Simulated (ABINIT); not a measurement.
Hf2Pt:

```
CELL_PARAMETERS angstrom
3.56523 0.00000 0.00000
0.00000 3.56523 0.00000
0.00000 0.00000 4.83579
ATOMIC_POSITIONS crystal
Hf 0.50000 0.50000 0.00000
Hf 0.00000 0.00000 0.00000
Pt 0.00000 0.00000 0.50000
```

The cell was built by a generator and needn't be a form met in nature.

```yaml
Program: ABINIT 10.8.3 (patched build)
Task: relaxation of cell and atoms
Functional: PBE
Potentials_or_basis: JTH PAW PBE v2.0
Cutoff: 544 eV
k_mesh: 8 × 8 × 6
Occupations: fermi-dirac, width 0.05 eV
Spin: no spin polarisation
```

At the start: pressure 26.9 GPa; volume 20.49 Å³/atom.

**Question.** Where does the relaxation end?

**Answer.** Over 5 steps the energy falls by 353.2 meV/atom and the volume is 25.67 Å³/atom (+25.3 %); space group P4/mmm (No. 123, to 0.05 Å).

Step by step:
```
step  energy change (eV)  largest force (eV/Å)  pressure (GPa)  volume (Å³)
   1              0.0000                0.0000           26.92        61.47
   2             -0.6555                0.0000           14.36        66.67
   3             -1.0368                0.0000            2.85        74.27
   4             -1.0589                0.0000            0.47        76.53
   5             -1.0596                0.0000            0.02        77.00
```

Final structure:
```cif
data_structure
_symmetry_space_group_name_H-M 'P 1'
_symmetry_Int_Tables_number 1
_cell_length_a 3.8432
_cell_length_b 3.8432
_cell_length_c 5.2129
_cell_angle_alpha 90.000
_cell_angle_beta 90.000
_cell_angle_gamma 90.000
_cell_volume 77.00
loop_
_atom_site_label
_atom_site_type_symbol
_atom_site_fract_x
_atom_site_fract_y
_atom_site_fract_z
_atom_site_occupancy
Hf1 Hf 0.50000 0.50000 0.00000 1
Hf2 Hf 0.00000 0.00000 0.00000 1
Pt1 Pt 0.00000 0.00000 0.50000 1
```

Caveat: the volume moved by over 15 % at a fixed basis, so the end points are rough; the atomic spheres overlap.
